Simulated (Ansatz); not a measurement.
Consider a comparison of functionals at one structure of TaN, space group P-6m2 (the Ansatz DFT code, driven from Python).

`xc.py`:
```python
# -*- coding: utf-8 -*-
import csv

import ansatz as az

KMESH = (13, 13, 12)


def main():
    crystal = (
        az.Lattice.of([2.938, 0.0, 0.0], [-1.469, 2.544383, 0.0], [0.0, 0.0, 2.883])
        .atom("Ta", [1 / 3, 2 / 3, 0.5])
        .atom("N", [0.0, 0.0, 0.0])
    )

    job = (
        crystal.calculation()
        .kpoints(*KMESH, center="gamma")
        .occupations(az.OccupationsMethod.GAUSSIAN)
        .stress()
    )

    rows = []
    for value in ["blyp", "pbesol", "lda"]:
        report = job.functional(value).run(threads=1).report
        rows.append((value, report["free_energy_ev"] / len(report["lattice"]["sites"]), report["n_iterations"], sum(report["stress_gpa"][i][i] for i in range(3)) / 3, report["n_kpoints"]))

    with open("xc.csv", "w", newline="") as handle:
        writer = csv.writer(handle)
        writer.writerow(["functional", "F/atom (eV)", "iterations", "P (GPa)", "k-points"])
        writer.writerows([round(v, 5) if isinstance(v, float) else v for v in row] for row in rows)
    print(open("xc.csv").read())


if __name__ == "__main__":
    main()
```

Rank the functionals by the pressure that they give at this structure. What does the order say about their lattices?

From lowest to highest: LDA (-11.6 GPa), PBEsol (-4.9 GPa) and BLYP (15.9 GPa). At a fixed cell a lower pressure usually means a smaller equilibrium volume, so LDA prefers the smallest cell and BLYP the largest.

What the script printed:

`python xc.py` gives:
```text
DeckWarning: basis.ecutwfc = 420 eV, auto-derived from the records' recommended cutoffs: set by Ta (normal level)
functional,F/atom (eV),iterations,P (GPa),k-points
blyp,-5171.83155,6,15.90335,147
pbesol,-5093.81983,6,-4.86799,147
lda,-5029.62491,6,-11.56644,147
```
(Warnings from the package without file and line.)

Caveats:
- Spin is left out of this run.
- BLYP can be off by several per cent in the lattices of metals, and by several GPa in the pressure at a fixed cell.
- Pressure is positive in compression.
- Spin-orbit coupling, which matters for elements this heavy, is left out.
- The structure is a deposited one; some such entries were measured under pressure or heat, so a shift against it needn't be the functional's error alone.
- Total energies of different functionals can't be compared; pressures, moments and gaps at this one structure can.
- Processor time in the engine: 7.7 s on 1 thread of Intel(R) Xeon(R) Processor @ 2.30GHz, with other jobs on the host, peak memory 0.51 GiB.
